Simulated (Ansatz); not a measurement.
# C3GaN3: up Jacob's ladder to CCSD(T)

One table from this session's results is given with a row withheld; the runs are named, their logs left out.

Program: Ansatz 0.2.0, Gaussian basis. Level of theory: functionals in def2-TZVPP, the program's frozen cores in correlated methods. These are calculated values, not measurements.

Levels to be run: LDA (SPW92), PBE-D4, revPBE-D4, BLYP-D4, r2SCAN-D4, B97M-V, PBE0-D4, B3LYP-D4, r2SCANh-D4, r2SCAN0-D4, HSE06-D4, BHLYP-D4, CAM-B3LYP-D4, LC-ωPBE, ωB97X-V, ωB97M-V, B2PLYP, PBE-QIDH; CCSD(T)/def2-SVP; CCSD(T)/def2-TZVPP; MP2/def2-QZVPP; extrapolation to the limit; RPA on PBE.

## The geometry

An earlier PBE0-D4 in a triple-zeta def2 set relaxation fixed the geometry.

SMILES `N#[C][Ga]([C]#N)[C]#N`, 7 atoms, charge 0, spin multiplicity 1.

Atoms are counted from 1 here; the program's logs count them from 0.

Bond lengths: N1–C2 1.152 Å, C2–Ga3 1.909 Å, Ga3–C4 1.909 Å, Ga3–C6 1.909 Å, C4–N5 1.152 Å, C6–N7 1.152 Å. Angles: N1–C2–Ga3 180.0°, C2–Ga3–C4 120.0°, C2–Ga3–C6 120.0°, C4–Ga3–C6 120.0°, Ga3–C4–N5 180.0°, Ga3–C6–N7 180.0°.

The first run:

The input, in.yaml:

```yaml
crystal:
  periodic: [false, false, false]
  atoms:
    - {symbol: N, position_ang: [0.950186, -2.511045, 1.471590]}
    - {symbol: C, position_ang: [0.592679, -1.566301, 0.917560]}
    - {symbol: Ga, position_ang: [0.000291, -0.000203, -0.000325]}
    - {symbol: C, position_ang: [-1.275250, -0.146657, -1.413702]}
    - {symbol: N, position_ang: [-2.045429, -0.234730, -2.265972]}
    - {symbol: C, position_ang: [0.682988, 1.712684, 0.495690]}
    - {symbol: N, position_ang: [1.094535, 2.746242, 0.795169]}
basis:
  gaussian: {orbitals: def2-TZVPP}
hamiltonian: {xc: lda}
output: {orbitals: {seedname: orbitals}}
```

The run is started by

```console
$ ansatz run in.yaml --threads 4 --pin off --events-out ev --progress --plain --max-ram 10444MiB
```

Among the steps run: LDA; PBE-D4 (GGA); revPBE-D4 (GGA); BLYP-D4 (GGA); r2SCAN-D4 (meta-GGA); B97M-V (meta-GGA); PBE0-D4 (hybrid); B3LYP-D4 (hybrid); r2SCANh-D4 (hybrid); r2SCAN0-D4 (hybrid); HSE06-D4 (hybrid); BHLYP-D4 (hybrid); CAM-B3LYP-D4 (range-separated); LC-ωPBE (range-separated); ωB97X-V (range-separated); ωB97M-V (range-separated); B2PLYP (double hybrid); PBE-QIDH (double hybrid).

One table of the session follows, with a row left open; its other results are not shown here.

It belongs to the step «Frontier levels by functional». 

| functional | HOMO (eV) | LUMO (eV) | gap (eV) |
| --- | --- | --- | --- |
| LDA (SPW92) | -9.41 | -5.28 | 4.13 |
| PBE-D4 | -9.22 | -4.94 | 4.29 |
| revPBE-D4 | -9.15 | -4.80 | 4.35 |
| BLYP-D4 | -9.13 | -4.86 | 4.27 |
| r2SCAN-D4 | -9.64 | -4.81 | 4.83 |
| B97M-V | -9.67 | -4.82 | 4.85 |
| PBE0-D4 | -10.84 | -4.17 | 6.67 |
| B3LYP-D4 | -10.58 | -4.43 | 6.15 |
| r2SCANh-D4 | ? | ? | ? |
| r2SCAN0-D4 | -11.08 | -4.10 | 6.98 |
| HSE06-D4 | -10.43 | -4.53 | 5.90 |
| BHLYP-D4 | -12.07 | -3.39 | 8.68 |
| CAM-B3LYP-D4 | -12.32 | -3.26 | 9.06 |
| LC-ωPBE | -13.77 | -2.07 | 11.70 |
| ωB97X-V | -13.34 | -2.17 | 11.17 |
| ωB97M-V | -13.23 | -2.30 | 10.93 |

Q: Estimate the row for r2SCANh-D4 from the others.

Worked estimate for «HOMO (eV)». Against the share of exact exchange, r2SCAN-D4 (0, -9.64), r2SCAN0-D4 (0.25, -11.08) give a slope of -5.76 per unit share; at 0.1 the line stands at -10.22.

**Answer.** HOMO (eV): -10.23; LUMO (eV): -4.52; gap (eV): 5.70. In «HOMO (eV)» the line misses by +0.01.
